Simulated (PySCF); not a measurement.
# CH10B2NP: the cost of one run

The runs use PySCF 2.14.0, with density-fitted response routines of our own; the level of theory stands in each step. All values are computed, except where a source is named. Atoms are numbered from 0 throughout.

## (1) The starting structure

15 atoms, charge 0, multiplicity 1; geometry from: GFN2-xTB. The atoms were then displaced at random by about 0.01 Å, so the start is not that level's minimum.

Bonds of the start (Å): B0–N1 1.35, N1–C2 1.46, C2–B3 1.69, B3–P4 1.90, B0–H5 1.18, B0–H6 1.19, N1–H7 1.00, C2–H8 1.07, C2–H9 1.08, B3–H10 1.16, B3–H11 1.20, P4–H12 1.36, P4–H13 1.38, P4–H14 1.39.

## (2) Geometry optimisation at PBE0-D3(BJ)/def2-SVP

The job: settings as JSON, then the geometry in Å.

```
{"job": {"xc": "PBE0", "basis": "def2-SVP", "d3": "d3bj", "grid": 1, "shake": 0.01, "kind": "geom"}, "charge": 0, "multiplicity": 1}
B     -1.659970     1.083170     0.482300
N     -1.279110    -0.170740     0.170290
C     -0.721220    -0.663290    -1.084530
B      0.889180    -1.134450    -0.879370
P      1.656700     0.369010     0.003380
H     -2.097100     1.338380     1.552880
H     -1.579840     1.952730    -0.333230
H     -1.324280    -0.902770     0.850660
H     -1.323380    -1.480670    -1.425670
H     -0.786500     0.142490    -1.800030
H      1.449200    -1.274690    -1.885960
H      1.002880    -2.054490    -0.119960
H      2.998430     0.437690     0.224660
H      1.503660     1.624940    -0.557060
H      1.256020     0.715300     1.288720
```

On the command line:

```
$ OMP_NUM_THREADS=1 python probes_run.py task.json out
```

One launch serves the whole session: the jobs run in the order shown.

**Question.** How long does this first job take on 1 thread of Arm Neoverse V1, shared host, and how much memory does it need?

About 42 s, with a peak of 0.52 GiB.
